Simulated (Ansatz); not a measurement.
# Sn2TeAs2: the cost of one run

Method: DFT PBE, scalar-relativistic, plane waves, PAW, unless a step names another level, in Ansatz 0.2.0.

10 further runs of the same task are left out: 3 that didn't finish, 7 set aside as unsound or not needed. Runs told in other sessions of the task aren't counted.

### 1 The formula and the candidates

Pauling electronegativities: Sn 1.96, Te 2.10, As 2.18 (spread 0.22). The formula balances with common oxidation states: Sn +4, Te -2, As -3, a formal count that means little at so small a spread. Tabulated atomic sizes suggest about 26 Å³/atom. 24 candidates were drawn, by swapping species into database cells of other compounds, at random by space group and Wyckoff sites, or by hand, as the table says:

```csv
name,made from,space group no.,Wyckoff sites,atoms (primitive cell),V (Å³/atom)
c01,random,38,Sn 4c; Te 2b; As 4c,5,29.9
c02,random,123,"Sn 4o; Te 1d, 1a; As 4l",10,28.0
c03,database cell of SmAl2Zn2,69,Sn 8f; Te 4a; As 8i,5,29.2
c04,built by hand: La2O2S (ordered La2O3),164,Sn 2d; Te 1a; As 2d,5,26.4
c05,built by hand: ordered tetradymite (Bi2Te2S),166,Sn 6c; Te 3a; As 6c,5,26.4
c06,database cell of ErNi2P2,139,Sn 4e; Te 2a; As 4d,5,22.4
c07,built by hand: vacancy-ordered zinc blende (Imm2 In2Te3/Ga2Se3 variant),44,Sn 4d; Te 2b; As 4d,5,29.2
c08,database cell of Nd2InGe2,127,Sn 4h; Te 2a; As 4g,10,27.8
c09,random,183,Sn 2b; Te 1a; As 2b,5,30.3
c10,database cell of EuP2Os2,139,Sn 4d; Te 2a; As 4e,5,24.6
c11,random,187,"Sn 1b, 1a; Te 1f; As 1d, 1e",5,34.2
c12,random,12,Sn 4g; Te 2c; As 4f,5,29.4
c13,database cell of HoAl2Si2,164,Sn 2d; Te 1a; As 2d,5,32.1
c14,random,224,Sn 4b; Te 2a; As 4c,10,30.5
c15,database cell of Mg2ZnSb2,156,"Sn 1a, 1b; Te 1a; As 1b, 1c",5,31.5
c16,random,227,Sn 16d; Te 8b; As 16c,10,27.6
c17,random,129,"Sn 2c, 2a; Te 2c; As 4f",10,30.7
c18,database cell of Tm2AlSi2,71,Sn 4j; Te 2a; As 4h,5,28.6
c19,random,99,"Sn 1a, 1b; Te 1a; As 1b, 1b",5,30.0
c20,random,21,"Sn 4k; Te 2b; As 2d, 2a",5,33.7
c21,random,107,"Sn 2a, 2a; Te 2a; As 4b",5,31.4
c22,built by hand: Si2N2O (sinoite),36,Sn 8b; Te 4a; As 8b,10,29.7
c23,random,187,"Sn 1a, 1e; Te 1f; As 1b, 1c",5,29.9
c24,random,12,Sn 4i; Te 2c; As 4i,5,29.6
```

### 2 Screening run of c04

The input, input.yaml:

```yaml
crystal:
  lattice:
    - [4.45, 0.0, 0.0]
    - [-2.225, 3.85381305, 0.0]
    - [0.0, 0.0, 7.7]
  atoms:
    - { symbol: Sn, position: [0.33333333, 0.66666667, 0.28] }
    - { symbol: Sn, position: [0.66666667, 0.33333333, 0.72] }
    - { symbol: Te, position: [0.0, 0.0, 0.0] }
    - { symbol: As, position: [0.66666667, 0.33333333, 0.37] }
    - { symbol: As, position: [0.33333333, 0.66666667, 0.63] }
basis:
  ecutwfc: 420
kpoints:
  mp_grid: { grid: [4, 4, 2] }
hamiltonian:
  xc: pbe
scf:
  occupations: { method: gaussian, width: 0.2 }
  lower_state_search: "off"
output:
  forces: true
  stress: true
  eigenvalues: true
relax:
  adjacent_minimum: "off"
  f_tol: 0.08
  max_steps: 16
  cell: { stress_tol: 0.8 }
```

Started as:

```sh
> ansatz run input.yaml --threads 1 --pin off --max-ram 2560MiB --backend cpu --events-out ev --progress --plain --runs-dir out
```

**Question.** How long does this run take on 1 thread of Intel Xeon Platinum 8259CL at 2.50GHz (Skylake/Cascade Lake), shared host, and how much memory does it need?

About 59 s, with a peak of 0.5 GiB.
